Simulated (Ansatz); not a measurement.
# CH₇B₂ClSi: one species, many methods

Aim: compute CH₇B₂ClSi with functionals from several rungs and with coupled cluster, and see how far each lands from CCSD(T) at the basis-set limit for the atomisation energy.

The runs use Ansatz 0.2.0, Gaussian basis; functionals in def2-TZVPP, the program's frozen cores in correlated methods.

Plan: PBE-D4, r2SCAN-D4, PBE0-D4, B3LYP-D4, ωB97X-V, ωB97M-V, B2PLYP; CCSD(T)/def2-TZVPP; MP2/def2-QZVPP; extrapolation to the limit.

## 1. The relaxed structure

All runs share one geometry, relaxed beforehand with PBE0-D4 in a triple-zeta def2 set.

SMILES `CB([SiH3])BCl`, 12 atoms, charge 0, spin multiplicity 1.

Atoms are counted from 1 here; the program's logs count them from 0.

Bond lengths: C1–B2 1.560 Å, C1–H6 1.104 Å, C1–H7 1.092 Å, C1–H8 1.092 Å, B2–Si3 2.032 Å, B2–B4 1.649 Å, Si3–H9 1.488 Å, Si3–H10 1.493 Å, Si3–H11 1.491 Å, B4–Cl5 1.757 Å, B4–H12 1.197 Å. Angles: B2–C1–H6 103.4°, B2–C1–H7 115.6°, B2–C1–H8 114.8°, H6–C1–H7 105.9°, H6–C1–H8 106.0°, H7–C1–H8 109.9°, C1–B2–Si3 118.3°, C1–B2–B4 126.5°, Si3–B2–B4 115.2°, B2–Si3–H9 115.1°, B2–Si3–H10 106.2°, B2–Si3–H11 111.0°, H9–Si3–H10 107.9°, H9–Si3–H11 108.4°, H10–Si3–H11 107.9°, B2–B4–Cl5 118.0°, B2–B4–H12 126.0°, Cl5–B4–H12 115.9°.

## 2. PBE-D4 (GGA)

in.yaml

```yaml
crystal:
  periodic: [false, false, false]
  atoms:
    - {symbol: C, position_ang: [-0.778014, -0.814560, 1.238205]}
    - {symbol: B, position_ang: [-0.271495, -0.104387, -0.055028]}
    - {symbol: Si, position_ang: [1.500278, 0.887703, 0.021337]}
    - {symbol: B, position_ang: [-1.041665, -0.054347, -1.512159]}
    - {symbol: Cl, position_ang: [-0.602420, -1.253573, -2.719512]}
    - {symbol: H, position_ang: [-1.415797, -0.051701, 1.716881]}
    - {symbol: H, position_ang: [-0.008690, -1.064902, 1.971489]}
    - {symbol: H, position_ang: [-1.422436, -1.678984, 1.064323]}
    - {symbol: H, position_ang: [1.696794, 1.910205, -1.041843]}
    - {symbol: H, position_ang: [2.564104, -0.147622, -0.135158]}
    - {symbol: H, position_ang: [1.689468, 1.544353, 1.346836]}
    - {symbol: H, position_ang: [-1.833326, 0.772816, -1.861271]}
basis:
  gaussian: {orbitals: def2-TZVPP}
hamiltonian: {xc: pbe, dispersion: d4}
output: {forces: true, orbitals: {seedname: orbitals}}
```

On the command line:

```sh
$ ansatz run in.yaml --threads 4 --pin off --events-out ev --progress --plain --max-ram 10444MiB
```

The runs that follow: r2SCAN-D4 (meta-GGA); PBE0-D4 (hybrid); B3LYP-D4 (hybrid); ωB97X-V (range-separated); ωB97M-V (range-separated); B2PLYP (double hybrid); CCSD(T) in def2-TZVPP; MP2 in def2-QZVPP.

Q: Predict the results of all the runs planned. Wanted: atomisation energy, CCSD(T)/CBS; farthest; mean size of error, hybrid; mean size of error, range-separated; gap, smallest and largest; T1 diagnostic; triples share of the correlation energy.

The runs gave:

| quantity | value |
| --- | --- |
| atomisation energy, CCSD(T)/CBS | 4090.4 kJ/mol |
| functionals within 20.5 kJ/mol (0.5 %) | none; nearest B2PLYP (-21.5 kJ/mol) |
| farthest | PBE-D4 (+71.9 kJ/mol) |
| mean size of error, hybrid | 38.3 kJ/mol |
| mean size of error, range-separated | 39.3 kJ/mol |
| gap, smallest and largest | 3.27 eV (PBE-D4), 9.97 eV (ωB97X-V) |
| T1 diagnostic | 0.0131 |
| triples share of the correlation energy | 3.8 % |

What this shows: PBE-D4 misses by +71.9 kJ/mol. Double hybrids carry the basis error of their MP2 part in triple zeta, and no dispersion term here, so their miss is partly the set-up's. Misses under about 20.5 kJ/mol are within the doubt on the reference itself, which lacks core-valence correlation, relativity and higher excitations. Hartree-Fock recovers 78 % of the binding; the rest is correlation. The gap grows from 3.3 to 10.0 eV across the functionals, mostly with the share of exact exchange.
